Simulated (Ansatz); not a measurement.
This script drives the Ansatz DFT code, driven from Python.

Script `ch6s2si_freq.py`:
```python
# -*- coding: utf-8 -*-
"""Harmonic frequencies of CH6S2Si at its relaxed geometry."""

import ansatz as az
from ase import Atoms
import numpy as np

atoms = Atoms(["C", "S", "Si", "S", "H", "H", "H", "H", "H", "H"], positions=[
    (-1.17, 1.1107, -0.5316),
    (-0.1892, 0.9639, 0.9242),
    (0.4717, -1.0551, 0.7759),
    (1.9515, -1.1562, -0.848),
    (-0.6267, 1.0209, -1.473),
    (-1.6481, 2.1771, -0.553),
    (-2.012, 0.4345, -0.5336),
    (-0.6122, -1.9334, 0.5305),
    (1.2136, -1.4032, 2.0834),
    (2.7046, -0.2104, -0.3719),
])
molecule = az.Crystal.molecule_from_ase(atoms)

calculation = molecule.calculation()
calculation = calculation.basis(gaussian="6-31G*")
calculation = calculation.functional("pbe0")
symbols = [site.symbol for site in molecule.cartesian_sites]
start = np.array([site.position_ang for site in molecule.cartesian_sites], dtype=float)
def progress(event):
    if event["event"] == "relax_step":
        row = event["data"]
        print(f"step {row['step']:3d}  E = {row['lagrangian_ev']:.6f} eV  max force {row['allowed_force_max_ev_ang']:.4f} eV/A")


r = calculation.relax(force_tolerance=0.003).session().plan().execute(on_event=progress).report
end = np.array(r["positions_ang"])

print("final positions (A) and the move of each atom")
for symbol, xyz, old in zip(symbols, end, start):
    print(f"{symbol:2s} {xyz[0]:10.5f} {xyz[1]:10.5f} {xyz[2]:10.5f}   {np.linalg.norm(xyz - old):7.4f}")

# same settings at the minimum
minimum = az.Crystal.molecule()
for symbol, xyz in zip(symbols, end):
    minimum = minimum.atom(symbol, xyz.tolist())
vibrating = minimum.calculation().basis(gaussian="6-31G*").functional("pbe0").phonons(temperatures=(200, 600, 100))
vib = vibrating.run(threads=1).report["vibrations"]
sums = vib["harmonic_sums"]
modes = [m["omega_inv_cm"] for m in sums["modes_at_gamma"] if m["rigid_motion"] == "no"]
for number, w in enumerate(modes, start=1):
    print(f"mode {number:2d} {w:9.1f} 1/cm {w / 8065.544 * 1000:8.2f} meV")
print("imaginary modes:", sum(w < 0 for w in modes), " zero-point energy:", round(sums["zero_point_energy_ev"], 4), "eV")
print("T (K)   F_vib (eV)   S_vib (meV/K)   C_vib (meV/K)")
for row in zip(sums["temperatures_k"], sums["vibrational_free_energy_ev"], vib["entropy_ev_per_k"], vib["heat_capacity_ev_per_k"]):
    print(f"{row[0]:6.1f} {row[1]:11.4f} {1000 * row[2]:13.4f} {1000 * row[3]:15.4f}")
```

It is started by `python ch6s2si_freq.py`. How long does it take on 1 thread of Arm Neoverse V2, on a shared host, and how much memory does it need?

It took about 3.6 min, with a peak of 0.25 GiB, for 2 runs of the engine.

```console
$ python ch6s2si_freq.py
step   1  E = -30670.560399 eV  max force 2.3612 eV/A
step   2  E = -30670.783286 eV  max force 1.0583 eV/A
step   3  E = -30670.894478 eV  max force 0.5473 eV/A
step   4  E = -30670.844584 eV  max force 0.7301 eV/A
step   5  E = -30670.912162 eV  max force 0.1060 eV/A
step   6  E = -30670.913547 eV  max force 0.0539 eV/A
step   7  E = -30670.913788 eV  max force 0.0204 eV/A
step   8  E = -30670.913926 eV  max force 0.0050 eV/A
step   9  E = -30670.913985 eV  max force 0.0012 eV/A
step  10  E = -30670.914005 eV  max force 0.0032 eV/A
step  11  E = -30670.914007 eV  max force 0.0019 eV/A
final positions (A) and the move of each atom
C    -1.20129    1.14641   -0.53681    0.0478
S    -0.32217    0.94924    1.05210    0.1851
Si    0.50993   -0.99330    0.79565    0.0753
S     1.83673   -1.19519   -0.88195    0.1259
H    -0.51293    1.05070   -1.37992    0.1500
H    -1.62858    2.15140   -0.53820    0.0355
H    -2.00946    0.41719   -0.63283    0.1008
H    -0.53464   -2.01043    0.50370    0.1125
H     1.19866   -1.27192    2.08172    0.1321
H     2.74695   -0.29530   -0.46057    0.1299
mode  1      80.8 1/cm    10.02 meV
mode  2     128.4 1/cm    15.92 meV
mode  3     148.5 1/cm    18.41 meV
mode  4     198.8 1/cm    24.65 meV
mode  5     275.7 1/cm    34.18 meV
mode  6     474.1 1/cm    58.78 meV
mode  7     502.8 1/cm    62.34 meV
mode  8     555.9 1/cm    68.92 meV
mode  9     689.1 1/cm    85.44 meV
mode 10     730.1 1/cm    90.53 meV
mode 11     800.6 1/cm    99.26 meV
mode 12     878.6 1/cm   108.93 meV
mode 13     914.5 1/cm   113.38 meV
mode 14    1002.8 1/cm   124.33 meV
mode 15    1015.8 1/cm   125.94 meV
mode 16    1394.8 1/cm   172.93 meV
mode 17    1503.1 1/cm   186.36 meV
mode 18    1508.0 1/cm   186.97 meV
mode 19    2266.1 1/cm   280.97 meV
mode 20    2285.7 1/cm   283.39 meV
mode 21    2727.2 1/cm   338.13 meV
mode 22    3093.9 1/cm   383.59 meV
mode 23    3189.9 1/cm   395.49 meV
mode 24    3198.6 1/cm   396.58 meV
imaginary modes: 0  zero-point energy: 1.8327 eV
T (K)   F_vib (eV)   S_vib (meV/K)   C_vib (meV/K)
 200.0      1.7936        0.4603          0.5271
 300.0      1.7346        0.7181          0.7546
 400.0      1.6505        0.9620          0.9430
 500.0      1.5428        1.1891          1.0932
 600.0      1.4132        1.3996          1.2156
```

Total energies depend on the basis set; only differences at equal settings carry meaning. The frequencies are harmonic and unscaled, in a modest basis. The result belongs to the one conformer reached from this start, and soft torsions count as harmonic oscillators.

(A comment or docstring line of the script was reworded after the run, the code is as it ran; lines on the test bed's own set-up are left out of the output.)
